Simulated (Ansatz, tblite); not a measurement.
# Sn(vinyl)2(NHMe)2 (C₆H₁₄N₂Sn): rung by rung

Aim: run the singlet of Sn(vinyl)2(NHMe)2 (C₆H₁₄N₂Sn) at one geometry on many levels, and compare frontier levels, spin and run time.

Method: as each input shows; program: Ansatz 0.2.0, Gaussian basis.

Levels to be run: GFN1-xTB, GFN2-xTB, PBE-D4/def2-TZVP, r2SCAN-D4/def2-TZVP, LDA/def2-TZVP, HSE06-D4/def2-TZVP, PBE-D4/def2-SVP, PBE0-D4/def2-SVP, MP2/def2-SVP.

4 further runs of the same task are left out: 1 that didn't finish, 3 set aside as unsound or not needed. Runs told in other sessions of the task aren't counted.

## Step 1: The geometry

The geometry is that of the singlet, from an earlier relaxation (r2SCAN-D4/def2-SVP).

23 atoms, charge 0, spin multiplicity 1.

Bond lengths: Sn1–C2 2.137 Å, Sn1–C7 2.137 Å, Sn1–N12 2.057 Å, Sn1–N18 2.057 Å, C2–C3 1.340 Å, C2–H4 1.099 Å, C3–H5 1.098 Å, C3–H6 1.099 Å, C7–C8 1.340 Å, C7–H9 1.099 Å, C8–H10 1.098 Å, C8–H11 1.099 Å, N12–C13 1.451 Å, N12–H14 1.019 Å, C13–H15 1.107 Å, C13–H16 1.104 Å, C13–H17 1.111 Å, N18–C19 1.451 Å and more. Angles: C2–Sn1–C7 119.8°, C2–Sn1–N12 106.4°, C2–Sn1–N18 103.5°, C7–Sn1–N12 103.5°, C7–Sn1–N18 106.4°, N12–Sn1–N18 118.0°, Sn1–C2–C3 120.4°, Sn1–C2–H4 120.0°, C3–C2–H4 119.7°, C2–C3–H5 121.5°, C2–C3–H6 121.9°, H5–C3–H6 116.6°, Sn1–C7–C8 120.4°, Sn1–C7–H9 119.9°, C8–C7–H9 119.7°, C7–C8–H10 121.5°, C7–C8–H11 121.9°, H10–C8–H11 116.6° and more.

Sn takes a core potential in the def2 sets. No spin-orbit coupling is included.

PBE0-D4/def2-TZVP was run before; its log isn't repeated, and its numbers join the tables.

## Step 2: GFN1-xTB

Tight binding, by tblite at 300 K electronic temperature and without a spin-polarisation term:

```python
tblite.interface.Calculator('GFN1-xTB', numbers, positions, charge=0, uhf=0).singlepoint()
```

Energy -789.1320 eV, HOMO -10.12 eV, LUMO -7.39 eV; 0.011 s.

## Step 3: GFN2-xTB

Tight binding, by tblite at 300 K electronic temperature and without a spin-polarisation term:

```python
tblite.interface.Calculator('GFN2-xTB', numbers, positions, charge=0, uhf=0).singlepoint()
```

Energy -755.4920 eV, HOMO -9.31 eV, LUMO -6.40 eV; 0.009 s.

## Step 4: PBE-D4/def2-TZVP

start.molden holds the orbitals of an earlier run on this state, given as this run's starting guess.

in.yaml

```yaml
crystal:
  periodic: [false, false, false]
  atoms:
    - {symbol: Sn, position_ang: [0.381960, -0.012673, 0.281302]}
    - {symbol: C, position_ang: [0.148082, -0.051090, 2.404726]}
    - {symbol: C, position_ang: [-0.161465, -1.193683, 3.031822]}
    - {symbol: H, position_ang: [0.277958, 0.871079, 2.987634]}
    - {symbol: H, position_ang: [-0.294242, -2.133084, 2.479644]}
    - {symbol: H, position_ang: [-0.292228, -1.241295, 4.121486]}
    - {symbol: C, position_ang: [2.340622, -0.031910, -0.572137]}
    - {symbol: C, position_ang: [2.897501, 1.102561, -1.016392]}
    - {symbol: H, position_ang: [2.895518, -0.976911, -0.650362]}
    - {symbol: H, position_ang: [2.370295, 2.063330, -0.952988]}
    - {symbol: H, position_ang: [3.900706, 1.120943, -1.463674]}
    - {symbol: N, position_ang: [-0.402792, 1.777544, -0.358626]}
    - {symbol: C, position_ang: [-0.714730, 1.987704, -1.760424]}
    - {symbol: H, position_ang: [-1.138357, 2.135985, 0.249120]}
    - {symbol: H, position_ang: [-0.811775, 3.066143, -1.988657]}
    - {symbol: H, position_ang: [0.112031, 1.611260, -2.386952]}
    - {symbol: H, position_ang: [-1.642655, 1.494285, -2.121911]}
    - {symbol: N, position_ang: [-0.538152, -1.746000, -0.334381]}
    - {symbol: C, position_ang: [-1.977166, -1.897883, -0.221710]}
    - {symbol: H, position_ang: [-0.191398, -2.091522, -1.228393]}
    - {symbol: H, position_ang: [-2.270192, -2.963336, -0.280860]}
    - {symbol: H, position_ang: [-2.314015, -1.537931, 0.765591]}
    - {symbol: H, position_ang: [-2.575516, -1.353514, -0.983836]}
basis:
  gaussian: {orbitals: def2-TZVP, initial_orbitals: start.molden}
hamiltonian: {xc: pbe, dispersion: d4}
scf: {omitted_lower_state_checks: [starts]}
output: {orbitals: {seedname: orbitals}}
```

Started as:

```
$ ansatz run in.yaml --threads 4 --pin off --events-out ev --progress --plain --max-ram 6963MiB
```

Further steps of the session: r2SCAN-D4/def2-TZVP; LDA/def2-TZVP; HSE06-D4/def2-TZVP; PBE-D4/def2-SVP; PBE0-D4/def2-SVP; MP2/def2-SVP.

**Question.** What will the summary of the whole plan be? Wanted: gap in def2-TZVP, named functionals, smallest and largest; correlation energy, MP2/def2-SVP; binding an atom, functionals in def2-TZVP; PBE0 total energy, smallest basis above largest.

The runs gave:

```
                                                 quantity                              value
gap in def2-TZVP, named functionals, smallest and largest   3.08 eV (LDA), 5.44 eV (PBE0-D4)
                         correlation energy, MP2/def2-SVP                          -34.78 eV
                binding an atom, functionals in def2-TZVP  3.92 (r2SCAN-D4) to 4.50 eV (LDA)
          PBE0 total energy, smallest basis above largest     10.75 eV (def2-SVP, def2-TZVP)
```

**Reading.** Orbital gaps of the named functionals in def2-TZVP span 3.08 eV (LDA) to 5.44 eV (PBE0-D4); exact exchange widens it.
